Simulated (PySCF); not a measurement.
# C5H13FSi: the cost of one run

Computed with PySCF 2.14.0 and routines of our own; the level stands in each step. Atoms count from 0.

## 1. The system as given

20 atoms, charge 0, multiplicity 1; geometry from: GFN2-xTB.

## 2. Magnetic properties: GIAO BHandHLYP/pcSseg-1

Job settings and geometry (Å):

```
{"job": {"kind": "mag", "xc": "BHandHLYP", "basis": "pcSseg-1", "isotopologues": 2}, "charge": 0, "multiplicity": 1}
C     -1.464844     1.050421    -0.145231
C     -0.728240    -0.260011    -0.408980
C     -1.730277    -1.366062    -0.737013
C      0.131713    -0.680479     0.786830
C      1.256919     0.297561     1.136560
Si     2.496620     0.650395    -0.257514
F      1.907244     1.827332    -1.192918
H     -0.767396     1.876559    -0.039505
H     -2.130974     1.280296    -0.973907
H     -2.061539     0.975890     0.762286
H     -0.073693    -0.118454    -1.276543
H     -1.218001    -2.300798    -0.955469
H     -2.329035    -1.094805    -1.603599
H     -2.400805    -1.531667     0.104465
H      0.572335    -1.657818     0.571770
H     -0.517812    -0.801961     1.659185
H      1.797023    -0.108926     1.994543
H      0.822567     1.239713     1.476566
H      3.740667     1.206595     0.258142
H      2.692381    -0.473104    -1.162703
```

Method: GIAO BHandHLYP/pcSseg-1 magnetisability, rotational g tensor and spin-rotation constants, non-relativistic, gas phase.

On the command line:

```bash
$ OMP_NUM_THREADS=1 python excited_run.py task.json out
```

One launch serves the whole session: the jobs run in the order shown.

Q: Estimate the wall time and peak memory of this first job on 1 thread of Arm Neoverse V2, shared host.

About 28 s, with a peak of 0.84 GiB.
